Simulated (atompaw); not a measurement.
**A PAW (atompaw) potential for selenium, from input to tests**

Aim: build the potential from the settings below, then test how well it stands in for the atom: scattering, ghost states and the plane-wave cutoff that it needs.

Method: atompaw 4.2.0.5, PBE, scalar-relativistic.

### 1 Settings

The settings as typed:

| Property | Result |
| --- | --- |
| element | selenium (Se, Z = 34) |
| type | PAW |
| frozen core | [Ar] 3d10 |
| valence charge | 6 |
| reference configuration | 4s2 4p4 |
| partial waves | 4s (bound): rc 1.80 bohr; 4s channel at -0.85 Ry: rc 1.80 bohr; 4p (bound): rc 1.80 bohr; 4p channel at -0.15 Ry: rc 1.80 bohr; 4d channel at 0.05 Ry: rc 1.80 bohr |
| local potential | troulliermartins scheme with l = 3 at 0 Ry, radius 1.35 bohr |
| core correction | smooth core density matched at 1.15 bohr |
| augmentation charge | sinc compensation charge, radius 1.40 bohr; PAW radius 1.80 bohr; waves and projectors: custom rrkj gramschmidtortho |

### 2 Generation

Contents of Se.input:

```
Se 34
GGA-PBE scalarrelativistic loggrid 1500 logderivrange -3 5 201
4 4 3 0 0 0
4 1 4
0 0 0
c
c
c
v
c
c
v
c
2
1.80 1.40 1.35 1.15
y
-0.85
n
y
-0.15
n
y
0.05
n
custom rrkj gramschmidtortho sinc
3 0 troulliermartins
1.80
1.80
1.80
1.80
1.80
PWSCFOUT
UPFDX 0.0125d0 UPFXMIN -7.d0 UPFZMESH 34.d0
END
```

Command:

```sh
atompaw < Se.input > Se.log
```

Q: Predict the outcome of this session. Wanted: cutoffs for 10 and 1 mRy, occupied levels; bound ghosts; largest phase difference near zero energy, channels read; lowest eigenvalue of the overlap; share of valence orbitals outside the PAW sphere; UPF file.

As calculated:

```
                                                quantity             value
               cutoffs for 10 and 1 mRy, occupied levels   40 Ry and 40 Ry
                                            bound ghosts    s at -36.71 eV
largest phase difference near zero energy, channels read         0.017 rad
         lowest eigenvalue of the overlap (Bessel basis)         0.255 (s)
        share of valence orbitals outside the PAW sphere  4s 44 %, 4p 66 %
                                                UPF file           written
```

A bound ghost (s) makes it unfit for use: electrons can fall into a state that the atom doesn't have. By its cutoff, 40 Ry for the looser tolerance, it is of middling hardness. The slowest occupied level is 4s: taken alone it needs 40 Ry to come within 1 mRy, against 15 Ry for 4p. Near zero energy the phases of the channels with partial waves agree within 0.017 rad.
